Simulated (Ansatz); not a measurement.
# C2H6Cl2FO2Ta: small, medium and large basis sets

The task here is to estimate one member of a computed series from the others.

Program: Ansatz 0.2.0, Gaussian basis. Level of theory: one geometry, several basis sets. These are calculated values, not measurements.

Levels to be run: PBE0-D4/def2-SVP; ωB97M-V/def2-SVP; PBE0-D4/def2-QZVPP; ωB97M-V/def2-QZVPP; the functionals' def2-TZVPP values are taken from earlier runs.

1 further run of the same task is left out (it didn't finish).

### The relaxed structure

An earlier PBE0-D4 in a triple-zeta def2 set relaxation fixed the geometry. Ta takes the def2 core potential; no spin-orbit term is included.

SMILES `C[O][Ta]([F])([Cl])([Cl])[O]C`, 14 atoms, charge 0, spin multiplicity 1.

Atoms are counted from 1 here; the program's logs count them from 0.

Bond lengths: C1–O2 1.411 Å, C1–H9 1.092 Å, C1–H10 1.092 Å, C1–H11 1.092 Å, O2–Ta3 1.859 Å, Ta3–F4 1.902 Å, Ta3–Cl5 2.324 Å, Ta3–Cl6 2.319 Å, Ta3–O7 1.859 Å, O7–C8 1.388 Å, C8–H12 1.094 Å, C8–H13 1.093 Å, C8–H14 1.094 Å. Angles: O2–C1–H9 108.7°, O2–C1–H10 110.6°, O2–C1–H11 108.7°, H9–C1–H10 109.8°, H9–C1–H11 109.2°, H10–C1–H11 109.8°, C1–O2–Ta3 136.8°, O2–Ta3–F4 89.4°, O2–Ta3–Cl5 118.0°, O2–Ta3–Cl6 117.0°, O2–Ta3–O7 94.7°, F4–Ta3–Cl5 87.0°, F4–Ta3–Cl6 87.9°, F4–Ta3–O7 175.7°, Cl5–Ta3–Cl6 124.7°, Cl5–Ta3–O7 89.9°, Cl6–Ta3–O7 91.5°, Ta3–O7–C8 165.4° and more.

The first run:

The input, in.yaml:

```yaml
crystal:
  periodic: [false, false, false]
  atoms:
    - {symbol: C, position_ang: [-1.197350, -2.177566, 1.163306]}
    - {symbol: O, position_ang: [-0.435140, -1.171713, 0.532522]}
    - {symbol: Ta, position_ang: [-0.571656, 0.661677, 0.258549]}
    - {symbol: F, position_ang: [-2.228042, 0.657269, 1.193764]}
    - {symbol: Cl, position_ang: [-1.762279, 1.400760, -1.595477]}
    - {symbol: Cl, position_ang: [0.268372, 2.038865, 1.924183]}
    - {symbol: O, position_ang: [1.010298, 0.788517, -0.710329]}
    - {symbol: C, position_ang: [2.059186, 1.199607, -1.521396]}
    - {symbol: H, position_ang: [-1.458946, -2.935585, 0.422399]}
    - {symbol: H, position_ang: [-2.106616, -1.756153, 1.597994]}
    - {symbol: H, position_ang: [-0.591558, -2.636566, 1.947101]}
    - {symbol: H, position_ang: [2.656659, 1.952737, -0.999385]}
    - {symbol: H, position_ang: [2.694571, 0.345336, -1.768550]}
    - {symbol: H, position_ang: [1.662492, 1.632836, -2.444680]}
basis:
  gaussian: {orbitals: def2-SVP}
hamiltonian: {xc: pbe0, dispersion: d4}
output: {orbitals: {seedname: orbitals}}
```

Launch:

```console
ansatz run in.yaml --threads 2 --pin off --events-out ev --progress --plain --max-ram 22528MiB --backend cpu
```

Steps of the session up to this table: PBE0-D4 in def2-SVP; ωB97M-V in def2-SVP; PBE0-D4 in def2-QZVPP; ωB97M-V in def2-QZVPP.

One table of the session follows, with a row left open; its other results are not shown here.

It belongs to the step «Density functionals: the series». 

| functional | basis | HOMO (eV) | LUMO (eV) |
| --- | --- | --- | --- |
| PBE0-D4 | def2-SVP | -8.59 | -1.61 |
| PBE0-D4 | def2-TZVPP | -8.63 | -1.64 |
| PBE0-D4 | def2-QZVPP | -8.66 | -1.68 |
| ωB97M-V | def2-SVP | ? | ? |
| ωB97M-V | def2-TZVPP | -10.92 | 0.40 |
| ωB97M-V | def2-QZVPP | -10.95 | 0.34 |

Q: Estimate the row for ωB97M-V, def2-SVP from the others.

**Answer.** HOMO (eV): -10.85; LUMO (eV): 0.49. In the column «HOMO (eV)» it lies between ωB97M-V, def2-TZVPP (-10.92) and PBE0-D4, def2-QZVPP (-8.66).
